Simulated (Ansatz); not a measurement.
# Zn18S17O (Wurtzite-6H): the cost of one run

Program: Ansatz 0.2.0. Level of theory: DFT, PBE, plane-wave PAW, default files, scalar-relativistic, as far as a step names no other. These are calculated values, not measurements.

The COD entry's cell or inner coordinates are ideal or old and differ from later refinements, so a difference from it is no clean test against experiment.

### 1 Starting point

Symmetry: P31m, No. 157, trigonal system. The conventional cell has a = 6.603 Å, b = 6.603 Å, c = 18.690 Å, α = 90.00°, β = 90.00°, γ = 120.00°. Zn (site symmetry 3m) is surrounded by 3 S at 2.33 Å and 1 O at 2.34 Å. Around Zn (site symmetry 3) lie 4 S at 2.33 to 2.34 Å. Zn (site symmetry 3m) is surrounded by 4 S at 2.33 to 2.34 Å. Zn (site symmetry m) is surrounded by 3 S at 2.33 to 2.34 Å and 1 O at 2.33 Å. Zn (site symmetry m) has 4 S at 2.33 to 2.34 Å as nearest neighbours. Only part of the 16 independent sites is listed.

Structure file:

```cif
data_structure
_symmetry_space_group_name_H-M 'P31m'
_symmetry_Int_Tables_number 157
_cell_length_a 6.6026
_cell_length_b 6.6026
_cell_length_c 18.6900
_cell_angle_alpha 90.000
_cell_angle_beta 90.000
_cell_angle_gamma 120.000
_cell_volume 705.61
loop_
_atom_site_label
_atom_site_type_symbol
_atom_site_symmetry_multiplicity
_atom_site_Wyckoff_symbol
_atom_site_fract_x
_atom_site_fract_y
_atom_site_fract_z
_atom_site_occupancy
Zn1 Zn 1 a 0.00000 0.00000 0.00000 1
Zn2 Zn 2 b 0.33333 0.66667 0.00000 1
Zn3 Zn 1 a 0.00000 0.00000 0.50000 1
Zn4 Zn 2 b 0.33333 0.66667 0.50000 1
Zn5 Zn 3 c 0.33333 0.33333 0.16667 1
Zn6 Zn 3 c 0.33333 0.00000 0.66667 1
Zn7 Zn 3 c 0.33333 0.00000 0.33333 1
Zn8 Zn 3 c 0.33333 0.33333 0.83333 1
O1 O 1 a 0.00000 0.00000 0.12500 1
S1 S 2 b 0.33333 0.66667 0.12500 1
S2 S 1 a 0.00000 0.00000 0.62500 1
S3 S 2 b 0.33333 0.66667 0.62500 1
S4 S 3 c 0.33333 0.33333 0.29167 1
S5 S 3 c 0.33333 0.00000 0.79167 1
S6 S 3 c 0.33333 0.00000 0.45833 1
S7 S 3 c 0.33333 0.33333 0.95833 1
```

Atom 19 of the input is the impurity.

### 2 First run, atoms as given

Input file input.yaml:

```yaml
crystal:
  lattice:
    - [5.718, 3.3012888392, 0.0]
    - [-5.718, 3.3012888392, 0.0]
    - [0.0, 0.0, 18.68999]
  atoms:
    - { symbol: Zn, position: [0.0, 0.0, 0.0] }
    - { symbol: Zn, position: [0.3333333333, 0.6666666667, 0.0] }
    - { symbol: Zn, position: [0.6666666667, 0.3333333333, 0.0] }
    - { symbol: Zn, position: [0.0, 0.0, 0.5] }
    - { symbol: Zn, position: [0.3333333333, 0.6666666667, 0.5] }
    - { symbol: Zn, position: [0.6666666667, 0.3333333333, 0.5] }
    - { symbol: Zn, position: [0.3333333333, 0.3333333334, 0.16667] }
    - { symbol: Zn, position: [0.6666666667, 0.0, 0.16667] }
    - { symbol: Zn, position: [0.0, 0.6666666667, 0.16667] }
    - { symbol: Zn, position: [0.3333333333, 1.0, 0.66667] }
    - { symbol: Zn, position: [0.6666666667, 0.6666666666, 0.66667] }
    - { symbol: Zn, position: [0.0, 0.3333333333, 0.66667] }
    - { symbol: Zn, position: [0.3333333333, 1.0, 0.33333] }
    - { symbol: Zn, position: [0.6666666667, 0.6666666666, 0.33333] }
    - { symbol: Zn, position: [0.0, 0.3333333333, 0.33333] }
    - { symbol: Zn, position: [0.3333333333, 0.3333333334, 0.83333] }
    - { symbol: Zn, position: [0.6666666667, 0.0, 0.83333] }
    - { symbol: Zn, position: [0.0, 0.6666666667, 0.83333] }
    - { symbol: O, position: [0.0, 0.0, 0.125] }
    - { symbol: S, position: [0.3333333333, 0.6666666667, 0.125] }
    - { symbol: S, position: [0.6666666667, 0.3333333333, 0.125] }
    - { symbol: S, position: [0.0, 0.0, 0.625] }
    - { symbol: S, position: [0.3333333333, 0.6666666667, 0.625] }
    - { symbol: S, position: [0.6666666667, 0.3333333333, 0.625] }
    - { symbol: S, position: [0.3333333333, 0.3333333334, 0.29167] }
    - { symbol: S, position: [0.6666666667, 0.0, 0.29167] }
    - { symbol: S, position: [0.0, 0.6666666667, 0.29167] }
    - { symbol: S, position: [0.3333333333, 1.0, 0.79167] }
    - { symbol: S, position: [0.6666666667, 0.6666666666, 0.79167] }
    - { symbol: S, position: [0.0, 0.3333333333, 0.79167] }
    - { symbol: S, position: [0.3333333333, 1.0, 0.45833] }
    - { symbol: S, position: [0.6666666667, 0.6666666666, 0.45833] }
    - { symbol: S, position: [0.0, 0.3333333333, 0.45833] }
    - { symbol: S, position: [0.3333333333, 0.3333333334, 0.95833] }
    - { symbol: S, position: [0.6666666667, 0.0, 0.95833] }
    - { symbol: S, position: [0.0, 0.6666666667, 0.95833] }
kpoints:
  mp_grid: { grid: [3, 3, 1] }
scf:
  occupations: { method: fermi_dirac, width: 0.01 }
hamiltonian:
  xc: pbe
  pseudopotentials: { kind: paw }
output:
  forces: true
  stress: true
  populations: true
  efg:
    quadrupole_moments_barn: { Zn: 0.122, O: -0.02558, S: -0.0694 }
    contact_densities: true
```

Launch:

```sh
$ ansatz run input.yaml --threads 1 --pin off --max-ram 3072MiB --backend cpu --events-out ev --progress --plain --runs-dir out
```

**Question.** How long does this run take on 1 thread of Intel Xeon 6975P-C (Granite Rapids), shared host, and how much memory does it need?

About 35 s, with a peak of 1.2 GiB.
